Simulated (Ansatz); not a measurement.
**GeH2ClF (SMILES [F][GeH2][Cl]) at wB97M-V/aug-cc-pVDZ**

Aim: the electronic atomisation energy of GeH2ClF at wB97M-V/aug-cc-pVDZ, from 5 runs. 

The results are computed with Ansatz 0.2.0.

47 further runs of the same task are left out: 2 that didn't finish, 45 set aside as unsound or not needed.

## Step 1: The system as given

GeH2ClF has 5 atoms, charge 0, and is taken as a singlet. As SMILES, `[F][GeH2][Cl]`. Geometry: relaxed at PBE0-D4/def2-TZVP.

Bond lengths: F1–Ge2 1.730 Å, Ge2–Cl3 2.133 Å, Ge2–H4 1.528 Å, Ge2–H5 1.528 Å. Angles: F1–Ge2–Cl3 106.4°, F1–Ge2–H4 107.1°, F1–Ge2–H5 107.1°, Cl3–Ge2–H4 109.1°, Cl3–Ge2–H5 109.1°, H4–Ge2–H5 117.4°.

## Step 2: A single-point energy at wB97M-V/aug-cc-pVDZ

Input file molecule.yaml:

```yaml
crystal:
  periodic: [false, false, false]
  atoms:
    - symbol: F
      position_ang: [-0.242000, -0.508000, 1.588600]
    - symbol: Ge
      position_ang: [0.139900, -0.089200, -0.045500]
    - symbol: Cl
      position_ang: [-1.390300, 1.244900, -0.698900]
    - symbol: H
      position_ang: [0.067600, -1.375500, -0.867400]
    - symbol: H
      position_ang: [1.474700, 0.654200, -0.018300]
basis:
  gaussian:
    orbitals: aug-cc-pVDZ
hamiltonian:
  xc: {name: wB97M-V}
output: {orbitals: {seedname: orbitals}}
total_charge: 0
accuracy: high
```

On the command line:

```console
$ ansatz run molecule.yaml --threads 1 --pin off --max-ram 3480MiB --events-out events.jsonl --progress --plain --runs-dir runs
```

Output:

```text
Warning: RAYON_NUM_THREADS=1 ignored (pool sized by the plan → 1); use --threads N
Functional definition: wB97M-V
  name "wB97M-V"
  parameter omega = 0.3/bohr
  parameter cx = 0.15
  parameter cx01 = 1.007
  parameter cx10 = 0.259
  parameter css00 = 0.443
  parameter css04 = -1.437
  parameter css10 = -4.535
  parameter css20 = -3.390
  parameter css43 = 4.278
  parameter cos00 = 1.000
  parameter cos10 = 1.358
  parameter cos20 = 2.924
  parameter cos21 = -8.812
  parameter cos60 = -1.390
  parameter cos61 = 9.142
  parameter b = 6.0
  parameter c = 0.01
  gx(w, u) = 1 - cx + cx01*u + cx10*w
  gss(w, u) = css00 + css04*u^4 + css10*w + css20*w^2 + css43*w^4*u^3
  gos(w, u) = cos00 + cos10*w + (cos20 + cos21*u)*w^2 + (cos60 + cos61*u)*w^6
  exchange = spin_sum(e_x_unif_sr(omega)*gx(b97_w, b97_u_x)) + cx*exact_x_sr(omega) + exact_x_lr(omega)
  correlation = spin_sum(e_c_pw_mod_same_spin*gss(b97_w, b97_u_same))
      + integral(e_c_pw_mod_opposite_spin*gos(b97_w_opposite, b97_u_opposite)) + vv10(b, c)
2113 factors; integrals over basis functions are off by at most 4.4e-9 eV
458 factors; integrals over basis functions are off by at most 1.8e-9 eV
mean field evaluation 1: about -71785.4461 eV, gradient 3.3e1 eV
mean field evaluation 2: about -71784.8221 eV, gradient 4.3e1 eV
mean field evaluation 4: about -71787.4787 eV, gradient 9.8e-1 eV
mean field evaluation 8: about -71787.5188 eV, gradient 4.3e-2 eV
mean field evaluation 16: about -71787.5188 eV, gradient 2.3e-5 eV
mean field -71787.51879028 eV, -2638.1426562148 hartree, gradient 9.4e-8 eV, S^2 0.000000; 0 other end points of the search recorded, 0 dependent functions left out
reference -71787.51879857 eV, -2638.1426565196 hartree; 30, 30 occupied and 74, 74 virtual orbitals, 2113 factors
Total energy: -71787.51879857 eV, -2638.1426565196 hartree
```

Run time: 83 s. Hardware: 1 thread of Arm Neoverse V1, shared host; peak memory 0.68 GiB.

## Step 3: The Cl atom

Input file job.yaml:

```yaml
crystal:
  periodic: [false, false, false]
  atoms:
    - {symbol: Cl, position_ang: [0.000000, 0.000000, 0.000000]}
basis:
  gaussian: {orbitals: aug-cc-pVDZ}
magnetization: {spin_polarized: true, initial_magnetization: 1}
hamiltonian: {xc: {name: wB97M-V}}
accuracy: high
```

Run the same way, it converges to -460.12090 Eh (log not shown).

## Step 4: The F atom at the same level

Input file input.yaml:

```yaml
crystal:
  periodic: [false, false, false]
  atoms:
    - {symbol: F, position_ang: [0.000000, 0.000000, 0.000000]}
basis:
  gaussian:
    orbitals: aug-cc-pVDZ
magnetization:
  spin_polarized: true
  initial_magnetization: 1
hamiltonian:
  xc: {name: wB97M-V}
accuracy: high
```

Run the same way, it converges to -99.71550 Eh (log not shown).

## Step 5: The Ge atom at the same level

Input file molecule.yaml:

```yaml
crystal:
  periodic: [false, false, false]
  atoms:
    - {symbol: Ge, position_ang: [0.000000, 0.000000, 0.000000]}
basis:
  gaussian: {orbitals: aug-cc-pVDZ}
hamiltonian: {xc: {name: wB97M-V}}
magnetization: {spin_polarized: true, initial_magnetization: 2}
accuracy: high
```

Run the same way, it converges to -2076.78090 Eh (log not shown).

## Step 6: The H atom

Input file input.yaml:

```yaml
crystal:
  periodic: [false, false, false]
  atoms:
    - {symbol: H, position_ang: [0.000000, 0.000000, 0.000000]}
basis:
  gaussian: {orbitals: aug-cc-pVDZ}
magnetization: {spin_polarized: true, initial_magnetization: 1}
hamiltonian: {xc: {name: wB97M-V}}
accuracy: high
```

Run the same way, it converges to -0.49284 Eh (log not shown).

## Step 7: Summary of results

At wB97M-V/aug-cc-pVDZ:

| quantity | value |
| --- | --- |
| molecule: total energy | -2638.14266 Eh |
| molecule: HOMO energy | -11.50 eV |
| molecule: LUMO energy | 0.43 eV |
| molecule: HOMO–LUMO gap | 11.92 eV |
| Cl atom: total energy | -460.12090 Eh |
| Cl atom: ⟨S²⟩ | 0.752 |
| F atom: total energy | -99.71550 Eh |
| F atom: ⟨S²⟩ | 0.752 |
| Ge atom: total energy | -2076.78090 Eh |
| Ge atom: ⟨S²⟩ | 2.003 |
| H atom: total energy | -0.49284 Eh |
| H atom: ⟨S²⟩ | 0.750 |
| electronic atomisation energy | 14.685 eV |

**Reading.** Taking the molecule apart into free atoms costs 14.69 eV (339 kcal/mol), before zero-point energy and without spin-orbit coupling.
